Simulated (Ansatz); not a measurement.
# Alloy of InAs and AlAs (20 of 32 In sites exchanged), 64 atoms

How does this alloy cell relax, and what gap do PBEsol and HSE06 give?

Program: Ansatz 0.2.0, PAW, plane waves. These are calculated values, not measurements.

## Step 1: Starting point

64 atoms (12 In, 20 Al, 32 As); a = 11.662 Å, b = 11.662 Å, c = 11.662 Å, α = 90.00°, β = 90.00°, γ = 90.00°. All atoms were shaken off their sites by about 0.02 Å along each axis.

The runs, in order: (2) PBEsol cell relaxation at the single k point (¼, ¼, ¼), on 1 × NVIDIA H100 80GB HBM3 with 4 threads of AMD EPYC 7R13; (3) HSE06 single point at the single k point (¼, ¼, ¼), on 1 × NVIDIA H100 80GB HBM3 with 4 threads of AMD EPYC 7R13.

## Step 2: Relaxing cell and atoms with PBEsol

The input, in.yaml:

```yaml
crystal:
  lattice:
    - [11.662259, 0.000000, 0.000000]
    - [0.000000, 11.662259, 0.000000]
    - [0.000000, 0.000000, 11.662259]
  atoms:
    - { symbol: In, position: [0.999063, 0.998828, 0.997555] }
    - { symbol: In, position: [0.000141, 0.004068, 0.498822] }
    - { symbol: In, position: [0.999925, 0.501103, 0.000454] }
    - { symbol: In, position: [0.250910, 0.250124, 0.498842] }
    - { symbol: In, position: [0.250819, 0.750122, 0.501046] }
    - { symbol: In, position: [0.751289, 0.248253, 0.001234] }
    - { symbol: In, position: [0.750088, 0.745661, 0.499906] }
    - { symbol: In, position: [0.254591, 0.999898, 0.747788] }
    - { symbol: In, position: [0.249841, 0.499893, 0.249180] }
    - { symbol: In, position: [0.750884, 0.001975, 0.252433] }
    - { symbol: In, position: [0.753778, 0.000140, 0.750947] }
    - { symbol: In, position: [0.003134, 0.750183, 0.749487] }
    - { symbol: Al, position: [0.997626, 0.498421, 0.499669] }
    - { symbol: Al, position: [0.501885, 0.000868, 0.002691] }
    - { symbol: Al, position: [0.499717, 0.999937, 0.498297] }
    - { symbol: Al, position: [0.499809, 0.498551, 0.999047] }
    - { symbol: Al, position: [0.497813, 0.502138, 0.503499] }
    - { symbol: Al, position: [0.251014, 0.250668, 0.999925] }
    - { symbol: Al, position: [0.249337, 0.748803, 0.000356] }
    - { symbol: Al, position: [0.748707, 0.250690, 0.499665] }
    - { symbol: Al, position: [0.747499, 0.748173, 0.000862] }
    - { symbol: Al, position: [0.248100, 0.002855, 0.250662] }
    - { symbol: Al, position: [0.250139, 0.500771, 0.746851] }
    - { symbol: Al, position: [0.749698, 0.496580, 0.252377] }
    - { symbol: Al, position: [0.750996, 0.498197, 0.749409] }
    - { symbol: Al, position: [0.995856, 0.251380, 0.247696] }
    - { symbol: Al, position: [0.998898, 0.251199, 0.751407] }
    - { symbol: Al, position: [0.001377, 0.750838, 0.253604] }
    - { symbol: Al, position: [0.501252, 0.249596, 0.249465] }
    - { symbol: Al, position: [0.501628, 0.249126, 0.750017] }
    - { symbol: Al, position: [0.496152, 0.753427, 0.250616] }
    - { symbol: Al, position: [0.500075, 0.747887, 0.752591] }
    - { symbol: As, position: [0.125498, 0.124356, 0.127371] }
    - { symbol: As, position: [0.125276, 0.124347, 0.624385] }
    - { symbol: As, position: [0.122961, 0.626738, 0.125580] }
    - { symbol: As, position: [0.123268, 0.622373, 0.624394] }
    - { symbol: As, position: [0.622606, 0.125726, 0.127324] }
    - { symbol: As, position: [0.625182, 0.124632, 0.621988] }
    - { symbol: As, position: [0.626639, 0.619162, 0.123386] }
    - { symbol: As, position: [0.627766, 0.625043, 0.626578] }
    - { symbol: As, position: [0.375858, 0.375232, 0.125374] }
    - { symbol: As, position: [0.373213, 0.374946, 0.625541] }
    - { symbol: As, position: [0.376023, 0.873366, 0.125288] }
    - { symbol: As, position: [0.372973, 0.875682, 0.621580] }
    - { symbol: As, position: [0.875599, 0.374590, 0.127206] }
    - { symbol: As, position: [0.877910, 0.372397, 0.622108] }
    - { symbol: As, position: [0.876563, 0.874919, 0.123585] }
    - { symbol: As, position: [0.871650, 0.875667, 0.630911] }
    - { symbol: As, position: [0.374627, 0.120851, 0.374006] }
    - { symbol: As, position: [0.373795, 0.122474, 0.875663] }
    - { symbol: As, position: [0.376376, 0.625550, 0.374888] }
    - { symbol: As, position: [0.376154, 0.624537, 0.875575] }
    - { symbol: As, position: [0.874867, 0.125952, 0.373275] }
    - { symbol: As, position: [0.874631, 0.122862, 0.877749] }
    - { symbol: As, position: [0.878410, 0.624934, 0.376521] }
    - { symbol: As, position: [0.875343, 0.624335, 0.873818] }
    - { symbol: As, position: [0.126260, 0.376444, 0.372916] }
    - { symbol: As, position: [0.126834, 0.373060, 0.873765] }
    - { symbol: As, position: [0.125011, 0.874877, 0.376714] }
    - { symbol: As, position: [0.126104, 0.873266, 0.876372] }
    - { symbol: As, position: [0.628584, 0.376476, 0.372280] }
    - { symbol: As, position: [0.622444, 0.374103, 0.876208] }
    - { symbol: As, position: [0.626431, 0.875572, 0.377344] }
    - { symbol: As, position: [0.622393, 0.874864, 0.875498] }
  symmetry: { detect: false }
kpoints:
  mp_grid: { grid: [1, 1, 1], shift: [0.25, 0.25, 0.25] }
hamiltonian:
  xc: pbesol
scf:
  occupations: { method: fermi_dirac, width: 0.01 }
relax:
  f_tol: 0.03
  max_steps: 80
  escape_saddle: false
  adjacent_minimum: "off"
  cell: { fix: [shape] }
output:
  forces: true
  eigenvalues: true
  populations: true
```

Run with:

```sh
$ ansatz run in.yaml --threads 4 --pin off --max-ram 42750MiB --runs-dir r --events-out ev --progress --plain --backend cuda --devices 0, --max-vram 37GiB
```

After this run come: Single point with HSE06.

Q: Predict the outcome of this session. Wanted: for each run, top filled to lowest empty.

**Answer**, as computed:

| level | time | top filled to lowest empty (eV) |
| --- | --- | --- |
| PBEsol, relaxation | 10 s (GPU) | 1.73 |
| HSE06 | 60 s (GPU) | 2.56 |

| quantity | value |
| --- | --- |
| relaxation | 6 recorded steps, 2.90 eV gained |
| largest shift | 0.23 Å (As50) |
| relaxed cell | a = 11.645 Å, b = 11.645 Å, c = 11.645 Å, α = 90.00°, β = 90.00°, γ = 90.00° |
| mean bonds | Al–As 2.471, As–In 2.610 Å |

**In words.** Relaxation gains 2.90 eV, with shifts up to 0.23 Å (As50), while the volume changes by -0.4 %. The mean lengths of the listed bonds run from Al–As 2.47 Å to As–In 2.61 Å. At the same k points, PBEsol gives a spacing 0.83 eV smaller than the 2.56 eV of HSE06. Spin–orbit coupling is left out, which matters for the band edges of the heavier elements here. With one k point the spacing samples only the states that fold onto it, so it can exceed the gap over the zone.
